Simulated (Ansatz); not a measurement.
**Sn3GeO: properties of a relaxed candidate**

This session takes a relaxed cell of Sn3GeO and sets out to see whether it has a gap, which orbitals make up the states near it and how charge is shared.

Method: DFT PBE, scalar-relativistic, plane waves, PAW, in Ansatz 0.2.0.

## Step 1: The system as given

Symmetry: R3, No. 146, trigonal system. Conventional cell: a = 6.849 Å, b = 6.849 Å, c = 8.901 Å, α = 90.00°, β = 90.00°, γ = 120.00°. Sn (site symmetry 1) has 1 O at 2.30 Å in its first shell of neighbours. Ge (site symmetry 3) has 1 O at 2.02 Å in its first shell of neighbours. Around O (site symmetry 3) lie 1 Ge at 2.02 Å and 3 Sn at 2.30 Å.

As a file:

```
CELL_PARAMETERS angstrom
3.42466 1.97723 2.96697
-3.42466 1.97723 2.96697
0.00000 -3.95446 2.96697
ATOMIC_POSITIONS crystal
Sn 0.55643 0.73498 0.10757
Sn 0.10757 0.55643 0.73498
Sn 0.73498 0.10757 0.55643
Ge 0.17171 0.17171 0.17171
O 0.39820 0.39820 0.39820
```

It is the end of an earlier relaxation with the same method, from a database cell with other species swapped in; it is a trial structure. At a tolerance of 0.05 Å it has space group R3 (No. 146); it has 24.11 Å³/atom, an uncorrected energy of -0.30 eV/atom over the elements.

## Step 2: Bands, states and charges

Input file input.yaml:

```yaml
crystal:
  lattice:
    - [3.424661203, 1.9772290674, 2.9669670883]
    - [-3.424661203, 1.9772290674, 2.9669670883]
    - [0.0, -3.9544581349, 2.9669670882]
  atoms:
    - { symbol: Sn, position: [0.5564339798, 0.7349806302, 0.1075730226] }
    - { symbol: Sn, position: [0.1075730226, 0.5564339798, 0.7349806302] }
    - { symbol: Sn, position: [0.7349806302, 0.1075730226, 0.5564339798] }
    - { symbol: Ge, position: [0.171713712, 0.171713712, 0.171713712] }
    - { symbol: O, position: [0.3981986453, 0.3981986453, 0.3981986453] }
basis:
  ecutwfc: 420
kpoints:
  mp_grid: { grid: [12, 12, 12] }
  band_path:
    path:
      - [[0.0, 0.0, 0.0], [0.5, 0.5, 0.5], [0.53726139, 0.46273861, 0.5]]
      - [[0.5, -0.46273861, 0.46273861], [0.5, 0.0, 0.0], [0.0, 0.0, 0.0], [0.48136931, -0.48136931, 0.0]]
      - [[0.51863069, 0.0, 0.48136931], [0.5, 0.0, 0.5], [0.0, 0.0, 0.0]]
    npoints: 14
hamiltonian:
  xc: pbe
scf:
  occupations: { method: gaussian, width: 0.1 }
  n_extra_bands: 12
output:
  forces: true
  stress: true
  eigenvalues: true
  populations: true
  dos: { projected: true, de: 0.02, nscf_kmesh: { grid: [15, 15, 15] } }
  bader: true
  write_density: true
  write_potential: true
  elf: true
  volumetric_format: npy
```

Launch:

```bash
> ansatz run input.yaml --threads 1 --pin off --max-ram 2560MiB --backend cpu --events-out ev --progress --plain --runs-dir out
```

Q: Predict the outcome of this session. Wanted: gap; states at the Fermi level; Bader charges.

The runs gave:

| quantity | value |
| --- | --- |
| gap | none (metal) |
| states at the Fermi level | 0.35 per eV per cell |
| Bader charges | Sn +0.38, Ge +0.11, O -1.24 e |

In words: Bands cross the Fermi level: a metal at this level of theory. Of the projected weight within 0.25 eV of the Fermi level, the largest part is Sn 5p (61 %) and Ge 4p (19 %). Bader charges go up to 1.2 e.
